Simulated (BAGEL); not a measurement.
**Si2H4F2 (SMILES F[SiH](F)[SiH3]) at HF/3-21G (density fitting with qzvpp-jkfit)**

What is the vertical ionisation energy of Si2H4F2 at HF/3-21G (density fitting with qzvpp-jkfit)? 

The results are computed with BAGEL 1.2.2.

1 further run of the same task is left out (it didn't finish). Runs told in other sessions of the task aren't counted.

## (1) The structure to begin with

Si2H4F2 has 8 atoms, charge 0, and is taken as a singlet. As SMILES, `F[SiH](F)[SiH3]`. The shape is that of a PBE0-D4/def2-TZVP optimisation.

Bond lengths: F1–Si2 1.593 Å, Si2–F3 1.593 Å, Si2–Si4 2.342 Å, Si2–H5 1.482 Å, Si4–H6 1.486 Å, Si4–H7 1.486 Å, Si4–H8 1.485 Å. Some angles: F1–Si2–F3 107.0°, F1–Si2–Si4 109.5°, F3–Si2–Si4 109.5°, F1–Si2–H5 107.3°, F3–Si2–H5 107.3°, Si4–Si2–H5 115.9°, Si2–Si4–H6 109.0°, Si2–Si4–H7 109.1°, Si2–Si4–H8 110.0°, H6–Si4–H7 109.2°.

## (2) The energy at HF/3-21G (density fitting with qzvpp-jkfit)

Contents of input.json:

```json
{ "bagel" : [

{
  "title" : "molecule",
  "basis" : "3-21g",
  "df_basis" : "qzvpp-jkfit",
  "angstrom" : true,
  "geometry" : [
    { "atom" : "F", "xyz" : [       0.971900,      -1.046400,       1.729500 ] },
    { "atom" : "Si", "xyz" : [       1.061800,      -0.320500,       0.314000 ] },
    { "atom" : "F", "xyz" : [       1.618700,      -1.392500,      -0.725000 ] },
    { "atom" : "Si", "xyz" : [      -1.075200,       0.372800,      -0.346900 ] },
    { "atom" : "H", "xyz" : [       2.081000,       0.748800,       0.431800 ] },
    { "atom" : "H", "xyz" : [      -1.595200,       1.352300,       0.642900 ] },
    { "atom" : "H", "xyz" : [      -0.983200,       1.025300,      -1.679300 ] },
    { "atom" : "H", "xyz" : [      -1.987700,      -0.796800,      -0.422700 ] }
  ]
},

{ "title" : "hf" },

{ "title" : "print", "file" : "orbitals.molden", "orbitals" : true }

]}
```

On the command line:

```bash
$ BAGEL_NUM_THREADS=1 BAGEL input.json > input.out
```

The log of the run:

```text
* using 1 threads per process

  ===============================================================
  ===============================================================

  *** Geometry ***

  { "atom" : "F", "xyz" : [      1.836625,     -1.977409,      3.268281 ] },
  { "atom" : "Si", "xyz" : [      2.006511,     -0.605657,      0.593374 ] },
  { "atom" : "F", "xyz" : [      3.058900,     -2.631444,     -1.370051 ] },
  { "atom" : "Si", "xyz" : [     -2.031834,      0.704490,     -0.655546 ] },
  { "atom" : "H", "xyz" : [      3.932520,      1.415027,      0.815984 ] },
  { "atom" : "H", "xyz" : [     -3.014491,      2.555477,      1.214905 ] },
  { "atom" : "H", "xyz" : [     -1.857979,      1.937536,     -3.173417 ] },
  { "atom" : "H", "xyz" : [     -3.756209,     -1.505734,     -0.798787 ] },

  Number of auxiliary basis functions:      482

  Since a DF basis is specified, we compute 2- and 3-index integrals:
    o Being stored without compression. Storage requirement is 0.010 GB

  Number of basis functions:       52
  Number of electrons      :       50

    * METHOD: MOLECULE                             0.14

  *** RHF ***

  === Nuclear Repulsion ===
   227.3162932621

      * DIIS with orbital gradients will be used.

  === RHF iteration (3-21g) ===
      0       -774.86186570          0.02539520           0.03
      1       -774.97779124          0.01484572           0.03
      2       -775.01922463          0.00100605           0.03
      3       -775.01977627          0.00014217           0.03
      4       -775.01978994          0.00004134           0.03
      5       -775.01979116          0.00000847           0.03
      6       -775.01979121          0.00000146           0.03
      7       -775.01979121          0.00000026           0.03
      8       -775.01979121          0.00000010           0.03
      9       -775.01979121          0.00000003           0.03
     10       -775.01979121          0.00000001           0.03
    * SCF iteration converged.

    * Permanent dipole moment:
           (    0.342123,    -0.799532,     0.202822) a.u.

    * METHOD: HF                                   0.43

    * METHOD: PRINT                                0.01

  ===============================================================
```

Run time: 0.7 s. Hardware: 1 thread of Arm Neoverse V2, shared host.

## (3) The doublet cation

Contents of input.json:

```json
{ "bagel" : [

{
  "title" : "molecule",
  "basis" : "3-21g",
  "df_basis" : "qzvpp-jkfit",
  "angstrom" : true,
  "geometry" : [
    { "atom" : "F", "xyz" : [    0.971900,   -1.046400,    1.729500 ] },
    { "atom" : "Si", "xyz" : [    1.061800,   -0.320500,    0.314000 ] },
    { "atom" : "F", "xyz" : [    1.618700,   -1.392500,   -0.725000 ] },
    { "atom" : "Si", "xyz" : [   -1.075200,    0.372800,   -0.346900 ] },
    { "atom" : "H", "xyz" : [    2.081000,    0.748800,    0.431800 ] },
    { "atom" : "H", "xyz" : [   -1.595200,    1.352300,    0.642900 ] },
    { "atom" : "H", "xyz" : [   -0.983200,    1.025300,   -1.679300 ] },
    { "atom" : "H", "xyz" : [   -1.987700,   -0.796800,   -0.422700 ] }
  ]
},
{
  "title" : "uhf",
  "charge" : 1,
  "nopen" : 1
},
{
  "title" : "print",
  "file" : "orbitals.molden",
  "orbitals" : true
}

]}
```

On the command line:

```bash
$ BAGEL_NUM_THREADS=1 BAGEL input.json > input.out
```

The log of the run:

```text
* using 1 threads per process

  ===============================================================
  ===============================================================

  *** Geometry ***

  { "atom" : "F", "xyz" : [      1.836625,     -1.977409,      3.268281 ] },
  { "atom" : "Si", "xyz" : [      2.006511,     -0.605657,      0.593374 ] },
  { "atom" : "F", "xyz" : [      3.058900,     -2.631444,     -1.370051 ] },
  { "atom" : "Si", "xyz" : [     -2.031834,      0.704490,     -0.655546 ] },
  { "atom" : "H", "xyz" : [      3.932520,      1.415027,      0.815984 ] },
  { "atom" : "H", "xyz" : [     -3.014491,      2.555477,      1.214905 ] },
  { "atom" : "H", "xyz" : [     -1.857979,      1.937536,     -3.173417 ] },
  { "atom" : "H", "xyz" : [     -3.756209,     -1.505734,     -0.798787 ] },

  Number of auxiliary basis functions:      482

  Since a DF basis is specified, we compute 2- and 3-index integrals:
    o Being stored without compression. Storage requirement is 0.010 GB

  Number of basis functions:       52
  Number of electrons      :       50

    * METHOD: MOLECULE                             0.15

  *** Open-shell HF ***

  === Nuclear Repulsion ===
   227.3162932621

      * DIIS with orbital gradients will be used.

  === UHF iteration (3-21g) ===
      0       -774.40737103          0.05368203           0.07
      1       -774.55760955          0.03524914           0.07
      2       -774.59708814          0.02178332           0.06
      3       -774.61903775          0.00087219           0.07
      4       -774.61927699          0.00025357           0.07
      5       -774.61930977          0.00009250           0.07
      6       -774.61931581          0.00003656           0.07
      7       -774.61931682          0.00002266           0.07
      8       -774.61931737          0.00001154           0.06
      9       -774.61931751          0.00000679           0.07
     10       -774.61931758          0.00000258           0.07
     11       -774.61931759          0.00000100           0.07
     12       -774.61931759          0.00000063           0.07
     13       -774.61931759          0.00000040           0.07
     14       -774.61931759          0.00000020           0.06
     15       -774.61931759          0.00000012           0.07
     16       -774.61931759          0.00000007           0.07
     17       -774.61931759          0.00000004           0.07
     18       -774.61931759          0.00000003           0.07
     19       -774.61931759          0.00000002           0.06
     20       -774.61931759          0.00000001           0.06
     21       -774.61931759          0.00000001           0.06
    * SCF iteration converged.

    * S^2 (UHF) is 0.7656

    * Permanent dipole moment:
           (    1.095714,    -1.769860,     0.538209) a.u.

    * METHOD: UHF                                  1.53

    * METHOD: PRINT                                0.01

  ===============================================================
```

Wall time 1.8 s (1 thread of Arm Neoverse V2, shared host).

## (4) Outcome

Level: HF/3-21G (density fitting with qzvpp-jkfit).

```
                                          quantity          value
                     singlet Si2H4F2: total energy  -775.01979 Eh
                    singlet Si2H4F2: dipole moment         2.27 D
                      singlet Si2H4F2: HOMO energy      -11.60 eV
                      singlet Si2H4F2: LUMO energy        3.37 eV
                    singlet Si2H4F2: HOMO–LUMO gap       14.97 eV
                      doublet cation: total energy  -774.61932 Eh
                              doublet cation: ⟨S²⟩          0.766
vertical ionisation energy (to the doublet cation)      10.897 eV
```

Removing an electron at fixed nuclei costs 10.90 eV (1051 kJ/mol). −ε(HOMO) before ionisation, 11.60 eV, is 0.70 eV above this ionisation energy.
